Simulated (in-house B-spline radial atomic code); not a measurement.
# Gd²⁺: a test of the convergence tolerance

How far can the convergence tolerance be changed before the Gd²⁺ run goes wrong?

Method: Dirac-Hartree-Fock, average of configuration, Fermi nucleus, basis-set limit. Code: in-house B-spline radial atomic code version 1.

## Step 1: What is computed

| Property | Result |
| --- | --- |
| element | gadolinium (Z = 64) |
| charge | +2 |
| electrons | 62 |
| configuration | [Xe] 4f7 5d1 |
| Hamiltonian | Dirac-Coulomb |
| nucleus | Fermi, rms radius 5.157 fm |

The outer shells:

[Xe] 4f7 5d1
```
[Xe] core
4f [↑ ][↑ ][↑ ][↑ ][↑ ][↑ ][↑ ]
5d [↑ ][  ][  ][  ][  ]
```

The boxes draw the filling by Hund's rule, which heavy ions in jj coupling don't follow; these runs average over all states of the configuration.

A run counts as converged when the orbital gradient is under the tolerance times 64 hartree (or under the basis's noise floor) and the energy moved by less than 1e-8 hartree times the root of its size. Energy differences under 3e-05 hartree are noise.

Input settings:

```ini
Z = 64
electrons = 62.0
configuration = [Xe] 4f7 5d1
hamiltonian = dirac
method = hf
spin_polarised = False
nucleus = fermi
rms_radius = 5.1569
mass_number = 158
atomic_mass = 157.9241112
speed_of_light = 137.035999084
knot_spacing = 0.22
spline_order = 8
gauss_points = 12
box_radius = 22.22
max_iterations = 70
damping = 0.5
damped_steps = 3
diis_vectors = 10
tolerance = 1e-08
start = Thomas-Fermi
```

The reference is known from an earlier run: -11273.606500 hartree in all. Up to eight levels, counted from the top:

| orbital | occupation | energy (eV) | <r> (bohr) |
| --- | --- | --- | --- |
| 4d5/2 | 6 | -180.78 | 0.6419 |
| 5s1/2 | 2 | -74.543 | 1.355 |
| 5p1/2 | 2 | -50.706 | 1.505 |
| 5p3/2 | 4 | -46.048 | 1.592 |
| 4f5/2 | 3 | -33.562 | 0.8275 |
| 4f7/2 | 4 | -32.801 | 0.8373 |
| 5d3/2 | 0.4 | -19.304 | 2.370 |
| 5d5/2 | 0.6 | -19.069 | 2.413 |

## Step 2: Convergence tolerance 0.01

Input settings:

```ini
Z = 64
electrons = 62.0
configuration = [Xe] 4f7 5d1
hamiltonian = dirac
method = hf
spin_polarised = False
nucleus = fermi
rms_radius = 5.1569
mass_number = 158
atomic_mass = 157.9241112
speed_of_light = 137.035999084
knot_spacing = 0.22
spline_order = 8
gauss_points = 12
box_radius = 22.22
max_iterations = 70
damping = 0.5
damped_steps = 3
diis_vectors = 10
tolerance = 0.01
start = Thomas-Fermi
```

Started as:

```bash
$ python run_scf.py task.json out
```

The settings of every run stand in task.json; they run in order.

## Step 3: Convergence tolerance 0.001

The settings differ from step 2 so:

```diff
@@ -19,3 +19,3 @@
 diis_vectors = 10
-tolerance = 0.01
+tolerance = 0.001
 start = Thomas-Fermi
```

## Step 4: Convergence tolerance 0.0001

The settings differ from step 3 so:

```diff
@@ -19,3 +19,3 @@
 diis_vectors = 10
-tolerance = 0.001
+tolerance = 0.0001
 start = Thomas-Fermi
```

## Step 5: Convergence tolerance 1e-05

The settings differ from step 4 so:

```diff
@@ -19,3 +19,3 @@
 diis_vectors = 10
-tolerance = 0.0001
+tolerance = 1e-05
 start = Thomas-Fermi
```

## Step 6: Convergence tolerance 1e-06

The settings differ from step 5 so:

```diff
@@ -19,3 +19,3 @@
 diis_vectors = 10
-tolerance = 1e-05
+tolerance = 1e-06
 start = Thomas-Fermi
```

## Step 7: Convergence tolerance 1e-10

The settings differ from step 6 so:

```diff
@@ -19,3 +19,3 @@
 diis_vectors = 10
-tolerance = 1e-06
+tolerance = 1e-10
 start = Thomas-Fermi
```

## Step 8: Convergence tolerance 1e-13

The settings differ from step 7 so:

```diff
@@ -19,3 +19,3 @@
 diis_vectors = 10
-tolerance = 1e-10
+tolerance = 1e-13
 start = Thomas-Fermi
```

Which of these runs converge to the reference energy, which miss it and by about how much, and which fail?

As calculated:

| run | outcome | iterations | energy less the reference (hartree) |
| --- | --- | --- | --- |
| reference | converged | 11 | 0 |
| convergence tolerance 0.01 | converged | 10 | below noise |
| convergence tolerance 0.001 | converged | 10 | below noise |
| convergence tolerance 0.0001 | converged | 10 | below noise |
| convergence tolerance 1e-05 | converged | 10 | below noise |
| convergence tolerance 1e-06 | converged | 10 | below noise |
| convergence tolerance 1e-10 | converged | 12 | below noise |
| convergence tolerance 1e-13 | converged | 12 | below noise |

What this shows: Of 7 changed inputs, 7 gave the reference energy within 3e-05 hartree. No value tried here spoils the result.
